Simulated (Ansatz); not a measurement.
# C3H7FSSi: the cost of one run

Program: Ansatz 0.2.0. Level of theory: RKS B3LYP-D4/def2-SVP. These are calculated values, not measurements.

### Step 1. Starting point

Bond lengths: C1–C2 1.538 Å, C2–S3 1.669 Å, C2–C4 1.491 Å, C4–F5 1.442 Å, C4–Si6 1.852 Å, C1–H7 1.043 Å, C1–H8 1.103 Å, C1–H9 1.123 Å, C4–H10 1.066 Å, Si6–H11 1.515 Å, Si6–H12 1.500 Å, Si6–H13 1.527 Å. Angles (14 of 21 angles, heavy atoms first): C1–C2–S3 118.7°, C1–C2–C4 122.4°, S3–C2–C4 118.8°, C2–C4–F5 107.0°, C2–C4–Si6 118.3°, F5–C4–Si6 106.3°, C2–C1–H7 113.7°, C2–C1–H8 106.3°, C2–C1–H9 106.2°, C2–C4–H10 112.4°, F5–C4–H10 101.1°, Si6–C4–H10 110.0°, C4–Si6–H11 110.7°, C4–Si6–H12 109.2°.

Structure file:

```xyz
13

C     0.0657   -1.8659    0.4473
C     0.3730   -0.8238   -0.6406
S     1.6449   -1.1067   -1.6835
C    -0.3714    0.4633   -0.7480
F    -1.7647    0.1643   -0.5304
Si    0.0588    1.8275    0.4279
H     0.6321   -2.7382    0.3654
H     0.2258   -1.3604    1.4141
H    -1.0377   -2.0647    0.3883
H    -0.3947    0.8371   -1.7460
H    -0.0203    1.3441    1.8612
H     1.4755    2.2568    0.1880
H    -0.8665    3.0317    0.2710
```

### Step 2. End point A

input.yaml reads:

```yaml
crystal:
  periodic: [false, false, false]
  atoms:
    - { symbol: C, position_ang: [0.0657, -1.8659, 0.4473] }
    - { symbol: C, position_ang: [0.373, -0.8238, -0.6406] }
    - { symbol: S, position_ang: [1.6449, -1.1067, -1.6835] }
    - { symbol: C, position_ang: [-0.3714, 0.4633, -0.748] }
    - { symbol: F, position_ang: [-1.7647, 0.1643, -0.5304] }
    - { symbol: Si, position_ang: [0.0588, 1.8275, 0.4279] }
    - { symbol: H, position_ang: [0.6321, -2.7382, 0.3654] }
    - { symbol: H, position_ang: [0.2258, -1.3604, 1.4141] }
    - { symbol: H, position_ang: [-1.0377, -2.0647, 0.3883] }
    - { symbol: H, position_ang: [-0.3947, 0.8371, -1.746] }
    - { symbol: H, position_ang: [-0.0203, 1.3441, 1.8612] }
    - { symbol: H, position_ang: [1.4755, 2.2568, 0.188] }
    - { symbol: H, position_ang: [-0.8665, 3.0317, 0.271] }
basis:
  gaussian: { orbitals: def2-SVP }
hamiltonian:
  xc: b3lyp
  dispersion: d4
relax:
  f_tol: 0.015
  max_steps: 40
```

The run is started by

```sh
ansatz run input.yaml --threads 2 --pin off --max-ram 3072MiB --backend cpu --events-out ev --progress --plain --runs-dir out
```

**Question.** How long does this run take on 2 threads of AMD EPYC 9R45 (Zen 5), shared host, and how much memory does it need?

About 24 s, with a peak of 0.35 GiB.
